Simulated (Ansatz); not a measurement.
# AlBr+ (sextet): wave-function methods side by side, cc-pVTZ

How much of the correlation energy of AlBr+ (sextet) does each wave-function method recover here?

Program: Ansatz 0.2.0, Gaussian basis. Level of theory: cc-pVTZ, core rule «outside noble gas», up to 19 orbitals frozen. These are calculated values, not measurements.

To be run: UHF; CCSD(T) on ROHF; CCSD(T) on UHF; BCCD(T) on ROHF; CISD; CCSDT(Q) on ROHF; CCSDT(Q) on UHF.

24 further runs of the same task are left out: 8 for a known fault of the program, 8 that didn't finish, 8 set aside as unsound or not needed.

### 1 What is computed

The geometry is a PBE0/def2-TZVP stationary point (not a proven minimum) of the parent state, kept for this charge and spin. No spin-orbit coupling is included. The filled d shell of Br may be among the frozen orbitals whatever the setting's name suggests; the logs give the count.

2 atoms, charge 1, spin multiplicity 6.

Atoms are counted from 1 here; the program's logs count them from 0.

Bond lengths: Al1–Br2 2.527 Å.

Coordinates:

```xyz
2
charge 1, multiplicity 6
Al    0.00000    0.00000    0.00000
Br    0.00000    0.00000    2.52670
```

### 2 UHF

The input, in.yaml:

```yaml
crystal:
  periodic: [false, false, false]
  atoms:
    - {symbol: Al, position_ang: [0.000000, 0.000000, 0.000000]}
    - {symbol: Br, position_ang: [0.000000, 0.000000, 2.526700]}
basis:
  gaussian: {orbitals: cc-pVTZ}
total_charge: 1
magnetization: {spin_polarized: true, initial_magnetization: 5}
hamiltonian: {xc: hf}
output: {orbitals: {seedname: orbitals}}
```

On the command line:

```
$ ansatz run in.yaml --threads 1 --pin off --events-out ev --progress --plain --max-ram 2393MiB
```

Further steps of the session: CCSD(T) on ROHF; CCSD(T) on UHF; BCCD(T) on ROHF; CISD; CCSDT(Q) on ROHF; CCSDT(Q) on UHF.

Before running them: what should the planned runs give, taken together? Wanted: UCCSDT(Q) from the RHF energy; RMP2 from UCCSDT(Q); UMP2 from UCCSDT(Q); RCCSD from UCCSDT(Q); RCCSD(T) from UCCSDT(Q); UCCSD(T) from UCCSDT(Q); RCCSDT(Q) from UCCSDT(Q); T1 diagnostic.

The runs gave:

```
                         quantity                                value
    UCCSDT(Q) from the ROHF energy                           -4.3823 eV
              RMP2 from UCCSDT(Q)                         +80.2 kJ/mol
              UMP2 from UCCSDT(Q)                         +82.4 kJ/mol
             RCCSD from UCCSDT(Q)                         +16.8 kJ/mol
          RCCSD(T) from UCCSDT(Q)                          +4.3 kJ/mol
          UCCSD(T) from UCCSDT(Q)                          +3.1 kJ/mol
         RCCSDT(Q) from UCCSDT(Q)                          +1.2 kJ/mol
levels within 1 kcal/mol (43 meV)  UCCSD(T), RCCSDT, UCCSDT, RCCSDT(Q)
                    T1 diagnostic                                0.015
```

RCCSD(T) misses by +4.3 kJ/mol, 1.0 % of the correlation energy. These misses are within one basis, not against nature; the frozen cores of restricted and unrestricted runs differ, which can shift their rows.

With open shells the CI space here admits some triples and quadruples, so it is larger than plain CISD.
